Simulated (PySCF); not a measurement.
# C2H3Cl3Ge (Ge(vinyl)Cl3): the cost of one run

Computed with PySCF 2.14.0, with density-fitted response routines of our own, on a single molecule in the gas phase. Atoms are numbered from 0 throughout.

## 1. Starting geometry

9 atoms, charge 0, multiplicity 1; geometry from: GFN2-xTB. The atoms were then displaced at random by about 0.03 Å, so the start is not that level's minimum.

Bonds of the start (Å): Ge0–C1 1.98, Ge0–Cl6 2.11, Ge0–Cl7 2.22, Ge0–Cl8 2.08, C1–C2 1.29, C1–H3 1.04, C2–H4 1.12, C2–H5 1.10.

## 2. Geometry optimisation at PBE0-D3(BJ)/def2-SVP

What the job is given:

```
{"job": {"xc": "PBE0", "basis": "def2-SVP", "d3": "d3bj", "grid": 1, "maxiter": 40, "shake": 0.03, "kind": "geom"}, "charge": 0, "multiplicity": 1}
Ge    -0.115590     0.237250    -1.201960
C     -0.211840     0.295650     0.773320
C      0.308620    -0.643280     1.480470
H     -0.605540     1.151980     1.224070
H      0.871260    -1.492280     1.023500
H      0.332760    -0.600670     2.578590
Cl     1.842640     0.312100    -1.982010
Cl    -1.129280     2.060300    -1.967200
Cl    -1.160310    -1.390500    -1.954430
```

Started as:

```bash
OMP_NUM_THREADS=1 python probes_run.py task.json out
```

This one command runs all jobs of the session in turn.

**Question.** How long does this first job take on 1 thread of AMD EPYC, shared host, and how much memory does it need?

About 94 s, with a peak of 0.49 GiB.
